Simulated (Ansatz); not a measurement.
CsLiCr2Te2S3: band structure with r2SCAN

Crystal: CsLiCr2Te2S3.

```
CELL_PARAMETERS angstrom
3.42162 -5.18069 0.00784
3.42162 5.18069 0.00784
-2.90411 0.00000 7.43093
ATOMIC_POSITIONS crystal
Cs 0.09374 0.09374 0.00853
Li 0.58875 0.58875 0.55336
Cr 0.05646 0.46755 0.55790
Cr 0.46755 0.05646 0.55790
Te 0.56486 0.87357 0.29035
Te 0.87357 0.56486 0.29035
S 0.81151 0.39697 0.73347
S 0.39697 0.81151 0.73347
S 0.21404 0.21404 0.48371
```

The cell was built by a generator and needn't be a form met in nature.

```
Program                             : Ansatz 0.2.0
Task                                : band structure
Functional                          : r2SCAN
Potentials or basis                 : Ansatz PAW
Cutoff                              : 500 eV (not typed: the program's choice for these potentials)
k mesh                              : 5 × 5 × 4
Occupations                         : fermi-dirac, width 0.05 eV
Spin                                : collinear spin, ferromagnetic start
Starting moments                    : [0.0, 0.0, 3.0, 3.0, 0.0, 0.0, 0.0, 0.0, 0.0] μB
Path                                : [["G", "Y", "F", "H", "Z", "I", "F1"], ["H1", "Y1", "X", "G", "N"], ["M", "G"]]
Points for each segment of the path : 10
```

- Pressure: 0.3 GPa
- Largest force: 0.151 eV/Å
- Band gap on the k mesh: none (metal or under the smearing width)
- Net moment: 4.05 μB per cell
- Absolute moment: 7.03 μB per cell
- Site moments: Cs -0.00; Li -0.00; Cr +2.33; Te -0.23; S -0.10 μB

Forces on the atoms (eV/Å):
```
Cs  -0.008  0.000 -0.009
Li  -0.005  0.000  0.038
Cr  -0.022 -0.055  0.039
Cr  -0.022  0.055  0.039
Te  -0.029 -0.037 -0.144
Te  -0.029  0.037 -0.144
S    0.023  0.054  0.107
S    0.023 -0.054  0.107
S    0.070  0.000 -0.034
```

Stress tensor (GPa, compression positive):
```
0.31 0.00 0.07
0.00 0.57 0.00
0.07 0.00 0.13
```

Levels at the corners of the path, in eV from the Fermi level:
Spin up:
| point | band 43 | band 44 | band 45 | band 46 | band 47 | band 48 | band 49 | band 50 | band 51 | band 52 |
| --- | --- | --- | --- | --- | --- | --- | --- | --- | --- | --- |
| Γ | -1.47 | -1.37 | -1.05 | -0.54 | -0.40 | -0.20 | 0.38 | 0.94 | 1.23 | 1.88 |
| Y | -1.37 | -1.28 | -0.51 | -0.50 | -0.10 | 0.34 | 0.79 | 0.95 | 1.12 | 1.43 |
| F | -1.36 | -1.11 | -0.49 | -0.38 | -0.04 | 0.30 | 0.67 | 0.76 | 0.93 | 1.42 |
| H | -1.61 | -1.26 | -0.65 | -0.52 | -0.13 | 0.23 | 0.87 | 0.91 | 1.06 | 1.41 |
| Z | -1.45 | -1.41 | -1.07 | -0.44 | -0.39 | -0.21 | 0.27 | 0.81 | 0.83 | 1.87 |
| I | -1.36 | -0.82 | -0.51 | -0.51 | -0.02 | 0.36 | 0.65 | 0.85 | 0.87 | 1.31 |
| F1 | -1.36 | -1.11 | -0.49 | -0.38 | -0.04 | 0.30 | 0.67 | 0.76 | 0.93 | 1.42 |
| H1 | -1.61 | -1.26 | -0.65 | -0.52 | -0.13 | 0.23 | 0.87 | 0.91 | 1.06 | 1.41 |
| Y1 | -1.37 | -1.28 | -0.51 | -0.50 | -0.10 | 0.34 | 0.79 | 0.95 | 1.12 | 1.43 |
| X | -1.31 | -0.87 | -0.64 | -0.53 | -0.13 | 0.64 | 0.68 | 0.99 | 1.16 | 1.30 |
| Γ | -1.47 | -1.37 | -1.05 | -0.54 | -0.40 | -0.20 | 0.38 | 0.94 | 1.23 | 1.88 |
| N | -1.55 | -1.34 | -0.88 | -0.35 | -0.01 | 0.36 | 0.52 | 0.88 | 1.14 | 1.38 |
| M | -1.43 | -1.30 | -1.00 | -0.39 | -0.11 | 0.23 | 0.58 | 0.96 | 1.11 | 1.27 |
| Γ | -1.47 | -1.37 | -1.05 | -0.54 | -0.40 | -0.20 | 0.38 | 0.94 | 1.23 | 1.88 |
Spin down:
```tsv
point	band 39	band 40	band 41	band 42	band 43	band 44	band 45	band 46	band 47	band 48
Γ	-2.19	-1.98	-1.72	-0.59	-0.59	1.35	1.46	1.80	1.88	2.17
Y	-1.90	-1.84	-1.39	-1.04	-0.08	1.38	1.60	1.84	1.94	2.28
F	-2.19	-2.06	-1.36	-0.82	-0.09	1.48	1.60	1.82	2.02	2.13
H	-2.05	-1.78	-1.35	-1.25	-0.15	1.40	1.60	1.82	1.86	2.31
Z	-2.37	-2.19	-1.69	-0.64	-0.56	1.37	1.46	1.81	1.99	2.04
I	-2.46	-2.08	-1.31	-0.64	-0.13	1.54	1.57	1.83	1.84	2.18
F1	-2.19	-2.06	-1.36	-0.82	-0.09	1.48	1.60	1.82	2.02	2.13
H1	-2.05	-1.78	-1.35	-1.25	-0.15	1.40	1.60	1.82	1.86	2.31
Y1	-1.90	-1.84	-1.39	-1.04	-0.08	1.38	1.60	1.84	1.94	2.28
X	-2.21	-1.80	-1.39	-0.66	-0.18	1.52	1.58	1.88	1.95	2.13
Γ	-2.19	-1.98	-1.72	-0.59	-0.59	1.35	1.46	1.80	1.88	2.17
N	-2.22	-1.71	-1.43	-1.02	-0.13	1.37	1.43	1.77	1.90	2.18
M	-2.33	-1.80	-1.46	-1.03	-0.24	1.38	1.42	1.80	1.92	2.25
Γ	-2.19	-1.98	-1.72	-0.59	-0.59	1.35	1.46	1.80	1.88	2.17
```

It took 79 s on 8 threads of Intel(R) Xeon(R) Platinum 8375C CPU @ 2.90GHz (Ice Lake), on a shared host, peak memory 3.4 GiB.

Caveat: the magnetic or orbital state may not be the lowest; spin-orbit coupling is left out, which moves the levels of the heavy elements; only a ferromagnetic start was run, and an antiferromagnetic order may lie lower in energy; the PAW data sets come from PBE, with cores solved anew for the run's functional, which leaves a small shift of forces and pressure. With open d or f shells a metallic result of r2SCAN can be an artefact of self-interaction; +U or a hybrid may open a gap.
